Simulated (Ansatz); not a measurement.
What does this script print? It uses Ansatz's Python interface.

`xc_mntlcl3.py`
```python
'''Functional comparison for MnTlCl3 (totals differ with the potentials too).'''

import csv
import warnings

import ansatz
from ase import Atoms

warnings.simplefilter('ignore', ansatz.DeckWarning)

atoms = Atoms(
    ['Mn', 'Tl', 'Cl', 'Cl', 'Cl'],
    scaled_positions=[
        (0.5, 0.5, 0.5),
        (0.0, 0.0, 0.0),
        (0.0, 0.5, 0.5),
        (0.5, 0.5, 0.0),
        (0.5, 0.0, 0.5),
    ],
    cell=[
        (5.069273, 0.0, 0.0),
        (0.0, 5.069273, 0.0),
        (0.0, 0.0, 5.069273),
    ],
    pbc=True,
)
atoms.set_initial_magnetic_moments([5.2, 0.0, 0.0, 0.0, 0.0])
crystal = ansatz.Crystal.from_ase(atoms)

base = (
    crystal.calculation()
    .kpoints(mesh=(5, 5, 5))
    .scf(tolerance=1e-09)
    .occupations('Fermi-Dirac', width=0.05)
    .spin('collinear')
    .basis(19 * ansatz.Ha)
    .pseudopotentials('paw')
    .stress()
)

rows = []
for value in ['blyp', 'pbesol', 'lda']:
    report = base.functional(value).run(threads=1, pin='off').report
    rows.append((value, report['free_energy_ev'] / len(report['lattice']['sites']), report['n_iterations'], sum(report['stress_gpa'][i][i] for i in range(3)) / 3, report['magnetization_mub'], report['n_kpoints']))

with open('xc.csv', 'w', newline='') as handle:
    writer = csv.writer(handle)
    writer.writerow(['functional', 'F/atom (eV)', 'iterations', 'P (GPa)', 'moment (muB)', 'k-points'])
    writer.writerows([round(v, 5) if isinstance(v, float) else v for v in row] for row in rows)
print(open('xc.csv').read())
```

Running `python xc_mntlcl3.py` prints:
```text
functional,F/atom (eV),iterations,P (GPa),moment (muB),k-points
blyp,-3727.49938,12,2.1003,5.0,10
pbesol,-3670.31896,11,-2.50882,5.0,10
lda,-3624.82417,12,-4.57655,4.99999,10
```

From lowest to highest: LDA (-4.6 GPa), PBEsol (-2.5 GPa) and BLYP (2.1 GPa). At a fixed cell a lower pressure usually means a smaller equilibrium volume, so LDA prefers the smallest cell and BLYP the largest.

The magnetic order follows from the starting moments and needn't be the lowest. The overall sign of a collinear moment is arbitrary, and semilocal functionals can give small moments to compounds that are paramagnetic. The program warned that this SCF threshold is loose for forces or stresses. With one magnetic atom the cell can hold only ferromagnetic order. Pressure is positive in compression. Without a Hubbard U or exact exchange, semilocal functionals often make such 3d compounds metallic or too weakly gapped. Spin-orbit coupling, which matters for elements this heavy, is left out. This cell is a computed structure, which may not be the phase found in nature. Total energies of different functionals can't be compared; pressures, moments and gaps at this one structure can. The script silences the warnings on its input, which a real study should read. The whole script took 32 s on 1 thread of Arm Neoverse V1, on a shared host, peak memory 0.57 GiB.
